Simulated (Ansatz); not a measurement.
# C2H2ClF2NSi: basis-set convergence

An exercise on one series of results from a longer session: the logs are not shown, and one member is left open.

Program: Ansatz 0.2.0, Gaussian basis. Level of theory: one geometry, several basis sets. These are calculated values, not measurements.

The runs, in order: PBE0-D4/def2-SVP; ωB97M-V/def2-SVP; PBE0-D4/def2-QZVPP; ωB97M-V/def2-QZVPP; the functionals' def2-TZVPP values are taken from earlier runs.

## The relaxed structure

All runs share one geometry, relaxed beforehand with PBE0-D4 in a triple-zeta def2 set.

SMILES `FC(F)[SiH]1N=C1Cl`, 9 atoms, charge 0, spin multiplicity 1.

Atoms are counted from 1 here; the program's logs count them from 0.

Bond lengths: F1–C2 1.356 Å, C2–F3 1.366 Å, C2–Si4 1.915 Å, C2–H8 1.097 Å, Si4–N5 1.792 Å, Si4–C6 1.769 Å, Si4–H9 1.475 Å, N5–C6 1.268 Å, C6–Cl7 1.702 Å. Angles: F1–C2–F3 108.2°, F1–C2–Si4 110.4°, F1–C2–H8 107.6°, F3–C2–Si4 109.1°, F3–C2–H8 107.3°, Si4–C2–H8 114.0°, C2–Si4–N5 116.8°, C2–Si4–C6 121.1°, C2–Si4–H9 112.7°, N5–Si4–C6 41.7°, N5–Si4–H9 119.9°, C6–Si4–H9 124.9°, Si4–N5–C6 68.2°, Si4–C6–N5 70.1°, Si4–C6–Cl7 159.6°, N5–C6–Cl7 130.3°.

As a file:

```xyz
9

F     1.2649   -1.5396   -0.1848
C     0.0298   -1.3941    0.3565
F     0.1036   -1.7184    1.6812
Si   -0.5626    0.4190    0.1882
N    -0.4480    1.1583   -1.4404
C     0.4230    1.6275   -0.6470
Cl    1.6264    2.8038   -0.9030
H    -0.6316   -2.1265   -0.1230
H    -1.7168    0.7237    1.0553
```

The first run:

The input, in.yaml:

```yaml
crystal:
  periodic: [false, false, false]
  atoms:
    - {symbol: F, position_ang: [1.264912, -1.539632, -0.184847]}
    - {symbol: C, position_ang: [0.029790, -1.394077, 0.356484]}
    - {symbol: F, position_ang: [0.103602, -1.718395, 1.681211]}
    - {symbol: Si, position_ang: [-0.562585, 0.419050, 0.188191]}
    - {symbol: N, position_ang: [-0.448035, 1.158275, -1.440437]}
    - {symbol: C, position_ang: [0.423005, 1.627524, -0.647003]}
    - {symbol: Cl, position_ang: [1.626356, 2.803758, -0.903025]}
    - {symbol: H, position_ang: [-0.631649, -2.126458, -0.123022]}
    - {symbol: H, position_ang: [-1.716796, 0.723652, 1.055347]}
basis:
  gaussian: {orbitals: def2-SVP}
hamiltonian: {xc: pbe0, dispersion: d4}
output: {orbitals: {seedname: orbitals}}
```

Steps of the session up to this table: PBE0-D4 in def2-SVP; ωB97M-V in def2-SVP; PBE0-D4 in def2-QZVPP; ωB97M-V in def2-QZVPP.

One table of the session follows, with a row left open; its other results are not shown here.

It belongs to the step «Density functionals: the series». 

```
functional       basis  HOMO (eV)
   PBE0-D4    def2-SVP      -7.42
   PBE0-D4  def2-TZVPP      -7.50
   PBE0-D4  def2-QZVPP          ?
   ωB97M-V    def2-SVP      -9.55
   ωB97M-V  def2-TZVPP      -9.66
   ωB97M-V  def2-QZVPP      -9.71
```

Q: Estimate the row for PBE0-D4, def2-QZVPP from the others.

As computed: HOMO (eV): -7.54. In the column «HOMO (eV)» it lies between ωB97M-V, def2-SVP (-9.55) and PBE0-D4, def2-TZVPP (-7.50).
